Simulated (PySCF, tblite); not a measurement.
# C₇H₁₄GeO: geometry, infrared bands and NMR shifts

Aim: predict the infrared bands and NMR shifts of C₇H₁₄GeO (`C=C(C)[C@@](C)([GeH3])C(C)=O`).

The runs use tblite 0.8.0 and PySCF 2.14.0, with density-fitted response routines of our own; the level of theory stands in each step. All values are computed, except where a source is named. Atoms are numbered from 0 throughout.

### Step 1. Starting geometry

23 atoms, charge 0, multiplicity 1; geometry from: force field or distance geometry start.

Bonds of the start (Å): C0–C1 1.33, C1–C2 1.52, C1–C3 1.54, C3–C4 1.56, C3–Ge5 1.98, C3–C6 1.52, C6–C7 1.51, C6–O8 1.22, C0–H9 1.10, C0–H10 1.08, C2–H11 1.11, C2–H12 1.11, C2–H13 1.12, C4–H14 1.10, C4–H15 1.12, C4–H16 1.10, Ge5–H17 1.54, Ge5–H18 1.55, Ge5–H19 1.54, C7–H20 1.12, C7–H21 1.11, C7–H22 1.11.

### Step 2. Optimising the geometry with GFN2-xTB

What the job is given:

```
{"job": {"kind": "relax", "xc": "GFN2-xTB", "basis": "xTB"}, "charge": 0, "multiplicity": 1}
C     -1.315800     1.381800    -0.869400
C     -0.959400     0.511900     0.075000
C     -1.704500     0.493100     1.396800
C      0.202400    -0.459500    -0.189000
C      0.572700    -1.315000     1.060500
Ge    -0.391400    -1.728600    -1.581300
C      1.449800     0.302000    -0.622600
C      1.990800     1.451000     0.196200
O      2.067200    -0.038200    -1.621200
H     -2.147200     2.079100    -0.706600
H     -0.814000     1.420000    -1.826100
H     -2.182200    -0.501900     1.551200
H     -1.029600     0.722900     2.243200
H     -2.521900     1.254000     1.410700
H      1.415000    -1.986300     0.813900
H      0.886500    -0.669600     1.914400
H     -0.281900    -1.936900     1.382500
H     -0.677000    -0.967200    -2.894400
H      0.726800    -2.772800    -1.825200
H     -1.669400    -2.446400    -1.099200
H      1.359800     1.638700     1.096700
H      1.991800     2.368900    -0.427700
H      3.026800     1.226200     0.531600
```

The run is started by

```
$ OMP_NUM_THREADS=1 python probes_run.py task.json out
```

The driver reads the jobs from task.json and runs them one after another.

**Question.** This job is followed by: GFN2-xTB harmonic vibrations, gas phase; GIAO PBE0/pcSseg-1 NMR shielding, non-relativistic, gas phase. Predict these results of the whole session: strongest single infrared mode (GFN2-xTB); zero-point energy (GFN2-xTB); 13C shifts against TMS (PBE0/pcSseg-1); 1H shifts against TMS (PBE0/pcSseg-1, means over atoms taken as alike); 73Ge shifts against GeMe4 (PBE0/pcSseg-1); 17O shifts against H2O (PBE0/pcSseg-1).

**Answer**, as computed:

| quantity | value |
| --- | --- |
| strongest single infrared mode (GFN2-xTB) | 2110 cm⁻¹, 400 km/mol |
| zero-point energy (GFN2-xTB) | 114.5 kcal/mol |
| 13C shifts against TMS (PBE0/pcSseg-1) | 222.6, 156.4, 117.2, 62.1, 25.1, 24.2, 20.3 ppm |
| 1H shifts against TMS (PBE0/pcSseg-1, means over atoms taken as alike) | 5.20, 4.56, 3.69, 2.31, 1.97, 1.41 ppm |
| 73Ge shifts against GeMe4 (PBE0/pcSseg-1) | -188 ppm |
| 17O shifts against H2O (PBE0/pcSseg-1) | 685.4 ppm |

The optimisation took 123 steps and gained 0.357 eV; among the close pairs (by a distance rule), Ge5–H17 changed most, from 1.545 to 1.488 Å. All 63 modes are real, so the xTB geometry is a minimum. The strongest single mode, at 2110 cm⁻¹, moves mainly H17. Unscaled tight-binding wavenumbers are off by several per cent, some by more. Its intensities can rank the bands wrongly. The most deshielded carbon is C6 (ketone carbonyl carbon), at 222.6 ppm: the double bond to the heteroatom, with no lone-pair donor beside it, deshields it most. At PBE0/pcSseg-1: Shielding is most anisotropic at O8 (span 1176 ppm, paramagnetic term -752 ppm). Spin-orbit coupling is left out, which matters for shieldings and couplings at and beside the heavy atoms.
